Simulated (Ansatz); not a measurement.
**MoH+ (singlet): from Hartree-Fock to the top rungs at distance Mo1–H2 = 1.295 Å, def2-SVP**

How much of the correlation energy of MoH+ (singlet) does each wave-function method recover here?

Method: def2-SVP, core rule «outside noble gas», up to 4 orbitals frozen; program: Ansatz 0.2.0, Gaussian basis.

The runs, in order: UHF; CCSD(T) on RHF; CCSD(T) on UHF; CISD; CCSDT(Q) on RHF; CCSDT(Q) on UHF; CASSCF and MRCISD+Q, 2 electrons in 2 orbitals; CASSCF and NEVPT2, 2 electrons in 2 orbitals; Full CI.

62 further runs of the same task are left out: 41 for a known fault of the program, 19 that didn't finish, 2 set aside as unsound or not needed.

### 1 The system

The geometry derives from a PBE0/def2-TZVP stationary point (not a proven minimum). One bond is set to the value named and the two fragments are kept rigid. No spin-orbit coupling is included. Elements past krypton take def2 core potentials.

2 atoms, charge 1, spin multiplicity 1.

Atoms are counted from 1 here; the program's logs count them from 0.

Bond lengths: Mo1–H2 1.295 Å.

### 2 UHF

The input, in.yaml:

```yaml
crystal:
  periodic: [false, false, false]
  atoms:
    - {symbol: Mo, position_ang: [0.000000, 0.000000, 0.000000]}
    - {symbol: H, position_ang: [0.000000, 0.000000, 1.295000]}
basis:
  gaussian: {orbitals: def2-SVP}
total_charge: 1
magnetization: {spin_polarized: true, initial_magnetization: 0}
hamiltonian: {xc: hf}
output: {orbitals: {seedname: orbitals}}
```

Launch:

```sh
ansatz run in.yaml --threads 1 --pin off --events-out ev --progress --plain --max-ram 2393MiB
```

Further steps of the session: CCSD(T) on RHF; CCSD(T) on UHF; CISD; CCSDT(Q) on RHF; CCSDT(Q) on UHF; CASSCF and MRCISD+Q, 2 electrons in 2 orbitals; CASSCF and NEVPT2, 2 electrons in 2 orbitals; Full CI.

Before running them: what should the planned runs give, taken together? Wanted: FCI below the RHF energy; RMP2 from FCI; RCCSD from FCI; RCCSD(T) from FCI; RCCSDT(Q) from FCI; T1 diagnostic; effectively unpaired electrons.

The runs gave:

| quantity | value |
| --- | --- |
| FCI below the RHF energy | -2.9440 eV |
| RMP2 from FCI | +552.8 meV |
| RCCSD from FCI | +72.5 meV |
| RCCSD(T) from FCI | -18.1 meV |
| RCCSDT(Q) from FCI | -65.0 meV |
| levels within 1 kcal/mol (43 meV) | RCCSD(T) |
| T1 diagnostic | 0.023 |
| effectively unpaired electrons | 2.92 |

**Reading.** RCCSD(T) misses by -18.1 meV, 0.6 % of the correlation energy. RCCSD(T), RCCSDT, RCCSDT(Q) fall below full CI, which methods that aren't variational can do. The occupations show strong static correlation (2.9 unpaired electrons where one determinant has 0). Coupled cluster on one determinant still stays close here. These misses are within one basis, not against nature.
